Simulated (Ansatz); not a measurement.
# FH₅O₃SSi₂: up Jacob's ladder to CCSD(T)

One table from this session's results is given with a row withheld; the runs are named, their logs left out.

Program: Ansatz 0.2.0, Gaussian basis. Level of theory: functionals in def2-TZVPP, the program's frozen cores in correlated methods. These are calculated values, not measurements.

The runs, in order: PBE-D4, r2SCAN-D4, PBE0-D4, B3LYP-D4, ωB97X-V, ωB97M-V, B2PLYP; CCSD(T)/def2-TZVPP; MP2/def2-QZVPP; extrapolation to the limit.

## Structure used throughout

All runs share one geometry, relaxed beforehand with PBE0-D4 in a triple-zeta def2 set.

SMILES `O[SiH](O)S[SiH](O)F`, 12 atoms, charge 0, spin multiplicity 1.

Atoms are counted from 1 here; the program's logs count them from 0.

Bond lengths: O1–Si2 1.625 Å, O1–H8 0.959 Å, Si2–O3 1.629 Å, Si2–S4 2.162 Å, Si2–H9 1.474 Å, O3–H10 0.961 Å, S4–Si5 2.110 Å, Si5–O6 1.622 Å, Si5–F7 1.610 Å, Si5–H11 1.470 Å, O6–H12 0.959 Å. Angles: Si2–O1–H8 117.9°, O1–Si2–O3 109.5°, O1–Si2–S4 107.5°, O1–Si2–H9 106.6°, O3–Si2–S4 110.7°, O3–Si2–H9 113.1°, S4–Si2–H9 109.3°, Si2–O3–H10 117.0°, Si2–S4–Si5 101.5°, S4–Si5–O6 109.9°, S4–Si5–F7 108.0°, S4–Si5–H11 115.2°, O6–Si5–F7 110.5°, O6–Si5–H11 107.3°, F7–Si5–H11 105.9°, Si5–O6–H12 118.8°.

The first run:

File in.yaml:

```yaml
crystal:
  periodic: [false, false, false]
  atoms:
    - {symbol: O, position_ang: [0.629402, -1.029103, -2.794756]}
    - {symbol: Si, position_ang: [0.835760, -0.462902, -1.285637]}
    - {symbol: O, position_ang: [1.107101, 1.142144, -1.340092]}
    - {symbol: S, position_ang: [-0.968357, -0.895982, -0.175382]}
    - {symbol: Si, position_ang: [-0.533624, -0.016735, 1.692987]}
    - {symbol: O, position_ang: [-1.910598, 0.266601, 2.502386]}
    - {symbol: F, position_ang: [0.255326, 1.360406, 1.422610]}
    - {symbol: H, position_ang: [0.028023, -0.556369, -3.373293]}
    - {symbol: H, position_ang: [1.959207, -1.219171, -0.702597]}
    - {symbol: H, position_ang: [0.938455, 1.641528, -0.536008]}
    - {symbol: H, position_ang: [0.334529, -0.811710, 2.573211]}
    - {symbol: H, position_ang: [-2.675224, 0.581293, 2.016570]}
basis:
  gaussian: {orbitals: def2-TZVPP}
hamiltonian: {xc: pbe, dispersion: d4}
output: {forces: true, orbitals: {seedname: orbitals}}
```

Run with:

```sh
ansatz run in.yaml --threads 2 --pin off --events-out ev --progress --plain --max-ram 22528MiB --backend cuda --devices 0, --max-vram 18GiB
```

Steps of the session up to this table: PBE-D4 (GGA); r2SCAN-D4 (meta-GGA); PBE0-D4 (hybrid); B3LYP-D4 (hybrid); ωB97X-V (range-separated); ωB97M-V (range-separated); B2PLYP (double hybrid); CCSD(T) in def2-TZVPP; MP2 in def2-QZVPP.

One of the session's tables, all rows but one given; the rest of the session is left out.

It belongs to the step «Atomisation energies». 

```
            method  atomisation energy (kcal/mol)
            PBE-D4                         1132.1
         r2SCAN-D4                         1124.8
           PBE0-D4                         1106.6
          B3LYP-D4                         1111.6
           ωB97X-V                         1125.6
           ωB97M-V                         1126.5
            B2PLYP                              ?
     HF/def2-TZVPP                          795.9
    MP2/def2-TZVPP                         1126.1
   CCSD/def2-TZVPP                         1071.1
CCSD(T)/def2-TZVPP                         1090.1
           MP2/CBS                         1165.6
       CCSD(T)/CBS                         1129.6
```

Q: Estimate the row for B2PLYP from the others.

As computed: atomisation energy (kcal/mol): 1104.8. In the column «atomisation energy (kcal/mol)» it lies between CCSD(T)/def2-TZVPP (1090.1) and PBE0-D4 (1106.6).

To keep in mind: Free atoms (3 O, 2 Si, 1 S, 1 F, 5 H) were run apart at each level; the atomisation energy is their sum less the molecule, without zero-point or spin-orbit terms.
